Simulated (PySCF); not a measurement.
# C₄H₄F₂O: electronic excitations and core binding energies

Aim: predict the electronic excitations and core binding energies of C₄H₄F₂O (`FC(F)OC1=CC1`).

Computed with PySCF 2.14.0, with density-fitted response routines of our own, on a single molecule in the gas phase. Atoms are numbered from 0 throughout.

### 1 Starting geometry

11 atoms, charge 0, multiplicity 1; geometry from: GFN2-xTB.

Bonds of the start (Å): F0–C1 1.34, C1–F2 1.35, C1–O3 1.36, O3–C4 1.34, C4–C5 1.30, C5–C6 1.52, C6–C4 1.49, C1–H7 1.11, C5–H8 1.06, C6–H9 1.09, C6–H10 1.09.

### 2 Excited states and response: CAM-B3LYP/def2-SVPD

The job: settings as JSON, then the geometry in Å.

```
{"job": {"kind": "uv", "xc": "CAM-B3LYP", "basis": "def2-SVPD", "nstates": 8, "ntriplets": 3}, "charge": 0, "multiplicity": 1}
F      2.572853    -0.938725    -0.974521
C      1.729595    -0.187180    -0.252474
F      2.442863     0.886098     0.158504
O      0.695233     0.201833    -1.042622
C     -0.520488     0.220348    -0.469316
C     -1.788439     0.480784    -0.516539
C     -1.263704    -0.115324     0.778929
H      1.422444    -0.753271     0.647265
H     -2.642140     0.843031    -1.028396
H     -1.160117     0.516409     1.655235
H     -1.482677    -1.151332     1.017971
```

Method: TDDFT CAM-B3LYP/def2-SVPD, vertical, gas phase, core orbitals frozen in the response.

The run is started by

```bash
OMP_NUM_THREADS=1 python probes_run.py task.json out
```

One launch serves the whole session: the jobs run in the order shown.

**Question.** This job is followed by: delta-SCF UKS SCAN, pcX-2 on the ionised atom, pcseg-1 elsewhere, spin-free X2C. Predict these results of the whole session: lowest singlet (CAM-B3LYP/def2-SVPD); lowest triplet; C1s binding energies (3 of 4 atoms); F1s binding energies; O1s binding energies.

The runs gave:

| quantity | value |
| --- | --- |
| lowest singlet (CAM-B3LYP/def2-SVPD) | 6.62 eV (187 nm), f = 0.127 |
| lowest triplet | 4.32 eV |
| C1s binding energies (3 of 4 atoms) | C1 297.73, C6 291.55, C5 290.90 eV |
| F1s binding energies | F0 693.86 eV |
| O1s binding energies | O3 540.67 eV |

The lowest singlet, at 6.62 eV, is HOMO→LUMO+1 0.56, HOMO→LUMO 0.37 and is bright. The lowest triplet lies 2.29 eV below the lowest singlet (triplets in Tamm-Dancoff, singlets in full TDDFT). C1 (sp3 CH bonded to 2 F and O) binds its C1s electron 6.83 eV more tightly than C5 (β carbon of an enol-ether or enamine type C=C). Only 3 of the 4 C atoms are covered by sound results.
